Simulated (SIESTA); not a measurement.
# HfMoC2 (P4/mmm) in SIESTA: a series of runs, part 2 of 2

SIESTA 5.4.2. The steps go on from the part before.

### Step 3. Band structure, PBEsol (cell strained along z)

HfMoC2.fdf reads:

```
SystemName                      HfMoC2
SystemLabel                     HfMoC2
NumberOfSpecies                 3
NumberOfAtoms                   4
%block ChemicalSpeciesLabel
  1  72 Hf
  2  42 Mo
  3   6 C
%endblock ChemicalSpeciesLabel

LatticeConstant                 1.0 Ang
%block LatticeVectors
     3.1914230000     0.0000000000     0.0000000000
     0.0000000000     3.1914230000     0.0000000000
     0.0000000000     0.0000000000     4.6645705600
%endblock LatticeVectors
AtomicCoordinatesFormat         Fractional
%block AtomicCoordinatesAndAtomicSpecies
     0.0000000000     0.0000000000     0.0000000000  1  Hf
     0.5000000000     0.5000000000     0.5000000000  2  Mo
     0.5000000000     0.5000000000     0.0000000000  3  C
     0.0000000000     0.0000000000     0.5000000000  3  C
%endblock AtomicCoordinatesAndAtomicSpecies

%block kgrid.MonkhorstPack
    8   0   0  0.0
    0   8   0  0.0
    0   0   6  0.0
%endblock kgrid.MonkhorstPack
XC.Functional                   GGA
XC.Authors                      PBEsol
PAO.BasisSize                   DZP
PAO.EnergyShift                 0.003 Ry
Mesh.Cutoff                     800 Ry
OccupationFunction              FD
ElectronicTemperature           0.05 eV
MaxSCFIterations                120
SCF.MustConverge                false
SCF.Mixer.Method                Pulay
SCF.Mixer.Weight                0.25
SCF.Mixer.History               8
SCF.DM.Tolerance                5.0e-05
SCF.H.Tolerance                 1.0e-03 eV
WriteForces                     true
Charge.Mulliken                 end
BandLinesScale                  ReciprocalLatticeVectors
%block BandLines
    1    0.000000   0.000000   0.000000  \Gamma
    9    0.000000   0.500000   0.000000  X
    9    0.500000   0.500000   0.000000  M
   13    0.000000   0.000000   0.000000  \Gamma
    6    0.000000   0.000000   0.500000  Z
    9    0.000000   0.500000   0.500000  R
    9    0.500000   0.500000   0.500000  A
   13    0.000000   0.000000   0.500000  Z
    1    0.000000   0.500000   0.000000  X
    6    0.000000   0.500000   0.500000  R
    1    0.500000   0.500000   0.000000  M
    6    0.500000   0.500000   0.500000  A
%endblock BandLines
%block PAO.Basis
  Hf 5
  n=5 0 2
    3.241 0.000
  n=6 0 2
    8.114 0.000
  n=5 1 2
    3.929 0.000
  n=6 1 1
    8.114
  n=5 2 2
    7.842 0.000
  Mo 5
  n=4 0 2
    3.234 0.000
  n=5 0 2
    8.897 0.000
  n=4 1 2
    3.729 0.000
  n=5 1 1
    8.897
  n=4 2 2
    6.735 0.000
%endblock PAO.Basis
```

Potentials or basis: PseudoDojo 0.4 standard (PBEsol files), DZP (energy shift 0.003 Ry; two zetas on semicore shells).

Command:

```bash
> siesta HfMoC2.fdf > HfMoC2.out 2>&1
```

HfMoC2.out:

```text
Version         : 5.4.2

                           ***********************
                           *  WELCOME TO SIESTA  *
                           ***********************

 NOTE: Siesta V5 introduces some new defaults for basis-set generation
 NOTE: which might lead to slightly different numerical results.
 NOTE: Please see the manual for full details and compatibility measures.

reinit: Reading from file HfMoC2.fdf

reinit: -----------------------------------------------------------------------
reinit: System Name: HfMoC2
reinit: -----------------------------------------------------------------------
reinit: System Label: HfMoC2
reinit: -----------------------------------------------------------------------

initatom: Reading input for the pseudopotentials and atomic orbitals ----------
Species number:   1 Atomic number:   72 Label: Hf
Species number:   2 Atomic number:   42 Label: Mo
Species number:   3 Atomic number:    6 Label: C

Ground state valence configuration (from tables):   6s02  6p00  5d02  5f00
Ground state valence configuration (from tables):   5s01  5p00  4d05  4f00
Ground state valence configuration (from tables):   2s02  2p02  3d00  4f00

---- Processing specs for species: Hf
Reading pseudopotential information in PSML from:
  Hf.psml
PSML file version: 1.1
Using libxc ids:  116 133
GGA--PBEsol XC_GGA_X_PBE_SOL--XC_GGA_C_PBE_SOL ps
Semicore shell(s) with  8 electrons included in the valence for Hf

---- Processing specs for species: Mo
Reading pseudopotential information in PSML from:
  Mo.psml
PSML file version: 1.1
Using libxc ids:  116 133
GGA--PBEsol XC_GGA_X_PBE_SOL--XC_GGA_C_PBE_SOL ps
Semicore shell(s) with  8 electrons included in the valence for Mo

---- Processing specs for species: C
[... 886 lines left out ...]
siesta:         Fermi =      -5.327766

siesta: Stress tensor (static) (eV/Ang**3):
siesta:     0.048513    0.000000    0.000000
siesta:     0.000000    0.048513   -0.000000
siesta:    -0.000000   -0.000000    0.153875

siesta: Cell volume =         47.509494 Ang**3

siesta: Pressure (static):
siesta:                Solid            Molecule  Units
siesta:          -0.00091088         -0.00091088  Ry/Bohr**3
siesta:          -0.08363335         -0.08363335  eV/Ang**3
siesta:        -133.99540126       -133.99540126  kBar

Basis Enthalpy Calculation:
    Basis Pressure for species 1(Hf) :      0.2000000 GPa
    Basis Pressure for species 2(Mo) :      0.2000000 GPa
    Basis Pressure for species 3(C) :      0.2000000 GPa

    Orbital volume contribution        =           4.372988 eV
    (Free)E + p_basis*V_orbitals       =       -3769.471918 eV
    (Free)Eharris+ p_basis*V_orbitals  =       -3769.471919 eV

mulliken: Atomic and Orbital Populations:

Species: Hf
Atom  Qatom  Qorb
               5s      5s      6s      6s      5py     5pz     5px     5py
               5pz     5px     6py     6pz     6px     5dxy    5dyz    5dz2
               5dxz    5dx2-y2 5dxy    5dyz    5dz2    5dxz    5dx2-y2
   1 10.577   1.832   0.033   0.243   0.063   1.932   1.930   1.932   0.044
              0.044   0.044   0.058   0.074   0.058   0.548   0.418   0.601

              0.418   0.624  -0.067  -0.017  -0.130  -0.017  -0.086

Species: Mo
Atom  Qatom  Qorb
               4s      4s      5s      5s      4py     4pz     4px     4py
               4pz     4px     5py     5pz     5px     4dxy    4dyz    4dz2
               4dxz    4dx2-y2 4dxy    4dyz    4dz2    4dxz    4dx2-y2
   2 13.400   1.826   0.051   0.174   0.403   1.876   1.869   1.876   0.095
              0.099   0.095   0.140   0.210   0.140   0.786   1.053   0.800

              1.053   0.922   0.054  -0.037   0.000  -0.037  -0.050

Species: C
Atom  Qatom  Qorb
               2s      2s      2py     2pz     2px     2py     2pz     2px
               3Pdxy   3Pdyz   3Pdz2   3Pdxz   3Pdx2-y2
   3  5.037   2.067  -0.320   1.003   0.910   1.003   0.088   0.080   0.088
              0.016   0.030   0.015   0.030   0.029
   4  4.987   2.118  -0.344   0.905   1.027   0.905   0.108   0.025   0.108
              0.016   0.031   0.017   0.031   0.038

mulliken: Qtot =       34.000

Mulliken Atomic Populations:
Atom #   charge [q] valence [e]  Species
     1     1.423156   10.576844  Hf
     2     0.600409   13.399591  Mo
     3    -1.036700    5.036700  C
     4    -0.986865    4.986865  C
 Total     0.000000

Job completed
```

It took 3.5 min on 1 thread of Arm Neoverse V1, shared host; peak memory 0.53 GiB.

What came out:

```
Free energy            : -3773.8449 eV
Pressure               : -13.4 GPa
Band gap on the k mesh : none (metal or under the smearing width)
```

Stress tensor (GPa, compression positive):
```
 -7.77   0.00   0.00
  0.00  -7.77   0.00
  0.00   0.00 -24.65
```

Levels at the corners of the path, in eV from the Fermi level:
| point | band 14 | band 15 | band 16 | band 17 | band 18 | band 19 | band 20 | band 21 |
| --- | --- | --- | --- | --- | --- | --- | --- | --- |
| Γ | -1.20 | -0.91 | -0.91 | -0.57 | -0.38 | 0.14 | 0.29 | 0.59 |
| X | -4.42 | -3.86 | -3.55 | -0.31 | 0.89 | 2.39 | 2.73 | 3.47 |
| M | -3.72 | -1.12 | -1.03 | -0.91 | -0.91 | 0.88 | 1.38 | 2.51 |
| Γ | -1.20 | -0.91 | -0.91 | -0.57 | -0.38 | 0.14 | 0.29 | 0.59 |
| Z | -1.78 | -1.78 | -1.36 | -1.36 | -1.34 | -0.30 | 2.04 | 2.04 |
| R | -4.96 | -4.20 | -4.07 | 0.83 | 1.02 | 1.70 | 4.34 | 5.01 |
| A | -3.95 | -3.95 | -3.93 | 0.84 | 0.84 | 1.38 | 2.79 | 2.79 |
| Z | -1.78 | -1.78 | -1.36 | -1.36 | -1.34 | -0.30 | 2.04 | 2.04 |
| X | -4.42 | -3.86 | -3.55 | -0.31 | 0.89 | 2.39 | 2.73 | 3.47 |
| R | -4.96 | -4.20 | -4.07 | 0.83 | 1.02 | 1.70 | 4.34 | 5.01 |
| M | -3.72 | -1.12 | -1.03 | -0.91 | -0.91 | 0.88 | 1.38 | 2.51 |
| A | -3.95 | -3.95 | -3.93 | 0.84 | 0.84 | 1.38 | 2.79 | 2.79 |

Caveat: short orbitals over semicore shells can move pressures by several GPa; spin-orbit coupling is left out, which moves the levels of the heavy elements; the basis of atomic orbitals isn't converged, which shifts pressures, moduli and gaps.
